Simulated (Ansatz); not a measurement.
# C₂H₉BClN: up Jacob's ladder to CCSD(T)

An exercise on one series of results from a longer session: the logs are not shown, and one member is left open.

Computed with Ansatz 0.2.0, Gaussian basis. Level: functionals in def2-TZVPP, the program's frozen cores in correlated methods.

The runs, in order: LDA (SPW92), PBE-D4, revPBE-D4, BLYP-D4, r2SCAN-D4, B97M-V, PBE0-D4, B3LYP-D4, r2SCANh-D4, r2SCAN0-D4, HSE06-D4, BHLYP-D4, CAM-B3LYP-D4, LC-ωPBE, ωB97X-V, ωB97M-V, B2PLYP, PBE-QIDH; CCSD(T)/def2-SVP; CCSD(T)/def2-TZVPP; MP2/def2-QZVPP; extrapolation to the limit; RPA on PBE.

### The geometry

An earlier PBE0-D4 in a triple-zeta def2 set relaxation fixed the geometry.

SMILES `C[B-](C)([NH3+])Cl`, 14 atoms, charge 0, spin multiplicity 1.

Atoms are counted from 1 here; the program's logs count them from 0.

Bond lengths: C1–B2 1.598 Å, C1–H6 1.093 Å, C1–H7 1.098 Å, C1–H8 1.096 Å, B2–C3 1.598 Å, B2–N4 1.644 Å, B2–Cl5 1.891 Å, C3–H9 1.093 Å, C3–H10 1.096 Å, C3–H11 1.098 Å, N4–H12 1.016 Å, N4–H13 1.016 Å, N4–H14 1.016 Å. Angles: B2–C1–H6 110.0°, B2–C1–H7 112.2°, B2–C1–H8 113.4°, H6–C1–H7 106.5°, H6–C1–H8 106.5°, H7–C1–H8 107.8°, C1–B2–C3 116.9°, C1–B2–N4 107.3°, C1–B2–Cl5 111.6°, C3–B2–N4 107.3°, C3–B2–Cl5 111.6°, N4–B2–Cl5 100.7°, B2–C3–H9 110.0°, B2–C3–H10 113.4°, B2–C3–H11 112.2°, H9–C3–H10 106.5°, H9–C3–H11 106.5°, H10–C3–H11 107.8° and more.

The first run:

Contents of in.yaml:

```yaml
crystal:
  periodic: [false, false, false]
  atoms:
    - {symbol: C, position_ang: [-1.468518, 0.372911, 0.359209]}
    - {symbol: B, position_ang: [0.041538, 0.341496, -0.162672]}
    - {symbol: C, position_ang: [1.190878, 0.326136, 0.947469]}
    - {symbol: N, position_ang: [0.217652, -1.019617, -1.066911]}
    - {symbol: Cl, position_ang: [0.353855, 1.672355, -1.468921]}
    - {symbol: H, position_ang: [-1.653390, 1.297234, 0.912198]}
    - {symbol: H, position_ang: [-1.686261, -0.452730, 1.049094]}
    - {symbol: H, position_ang: [-2.208426, 0.339200, -0.448316]}
    - {symbol: H, position_ang: [1.156000, 1.247629, 1.533965]}
    - {symbol: H, position_ang: [2.200712, 0.261996, 0.526972]}
    - {symbol: H, position_ang: [1.069813, -0.501436, 1.658459]}
    - {symbol: H, position_ang: [0.079632, -1.858685, -0.509984]}
    - {symbol: H, position_ang: [1.148863, -1.042067, -1.473412]}
    - {symbol: H, position_ang: [-0.455347, -1.013823, -1.828449]}
basis:
  gaussian: {orbitals: def2-TZVPP}
hamiltonian: {xc: lda}
output: {orbitals: {seedname: orbitals}}
```

Run with:

```console
$ ansatz run in.yaml --threads 4 --pin off --events-out ev --progress --plain --max-ram 10444MiB
```

Steps of the session up to this table: LDA; PBE-D4 (GGA); revPBE-D4 (GGA); BLYP-D4 (GGA); r2SCAN-D4 (meta-GGA); B97M-V (meta-GGA); PBE0-D4 (hybrid); B3LYP-D4 (hybrid); r2SCANh-D4 (hybrid); r2SCAN0-D4 (hybrid); HSE06-D4 (hybrid); BHLYP-D4 (hybrid); CAM-B3LYP-D4 (range-separated); LC-ωPBE (range-separated); ωB97X-V (range-separated); ωB97M-V (range-separated); B2PLYP (double hybrid); PBE-QIDH (double hybrid).

One table of the session follows, with a row left open; its other results are not shown here.

It belongs to the step «Orbital energies across the functionals». 

```
  functional  HOMO (eV)  gap (eV)
 LDA (SPW92)      -6.06      5.04
      PBE-D4      -5.93      5.04
   revPBE-D4      -5.88      5.06
     BLYP-D4      -5.81      4.87
   r2SCAN-D4      -6.23      6.06
      B97M-V      -6.35      5.63
     PBE0-D4          ?         ?
    B3LYP-D4      -7.04      6.60
  r2SCANh-D4      -6.72      6.79
  r2SCAN0-D4      -7.47      7.88
    HSE06-D4      -6.87      6.43
    BHLYP-D4      -8.53      9.03
CAM-B3LYP-D4      -8.67      9.33
     LC-ωPBE     -10.03     12.03
     ωB97X-V      -9.70     11.46
     ωB97M-V      -9.56     10.87
```

Estimate the missing values for PBE0-D4.

The run gave: HOMO (eV): -7.27; gap (eV): 7.20. In the column «HOMO (eV)» it lies between r2SCAN0-D4 (-7.47) and B3LYP-D4 (-7.04).
